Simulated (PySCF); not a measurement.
# C2H7B2P: the cost of one run

The runs use PySCF 2.14.0, with density-fitted response routines of our own; the level of theory stands in each step. All values are computed, except where a source is named. Atoms count from 0, in the outputs and in this text.

## Step 1: The molecule as given

12 atoms, charge 0, multiplicity 1; geometry from: GFN2-xTB. The atoms were then displaced at random by about 0.01 Å, so the start is not that level's minimum.

Bonds of the start (Å): B0–P1 1.81, P1–B2 1.96, B2–C3 1.58, C3–C4 1.18, B0–H5 1.18, B0–H6 1.19, P1–H7 1.36, P1–H8 1.36, B2–H9 1.20, B2–H10 1.21, C4–H11 1.06.

## Step 2: Geometry optimisation at PBE0-D3(BJ)/def2-SVP

The job: settings as JSON, then the geometry in Å.

```
{"job": {"xc": "PBE0", "basis": "def2-SVP", "d3": "d3bj", "grid": 1, "shake": 0.01, "kind": "geom"}, "charge": 0, "multiplicity": 1}
B     -1.852480     0.698650     0.071360
P     -0.873440    -0.726000    -0.448410
B      0.787120    -0.883720     0.582410
C      1.644060     0.367070     0.143250
C      2.258430     1.309880    -0.206180
H     -2.676470     0.602280     0.906610
H     -1.613160     1.777330    -0.364870
H     -1.621090    -1.865910    -0.416650
H     -0.608210    -0.670320    -1.782210
H      1.276570    -1.917390     0.235960
H      0.470480    -0.866250     1.747800
H      2.847870     2.146110    -0.478100
```

Run with:

```bash
$ OMP_NUM_THREADS=1 python probes_run.py task.json out
```

The driver reads the jobs from task.json and runs them one after another.

**Question.** How long does this first job take on 1 thread of Arm Neoverse V1, shared host, and how much memory does it need?

About 29 s, with a peak of 0.45 GiB.
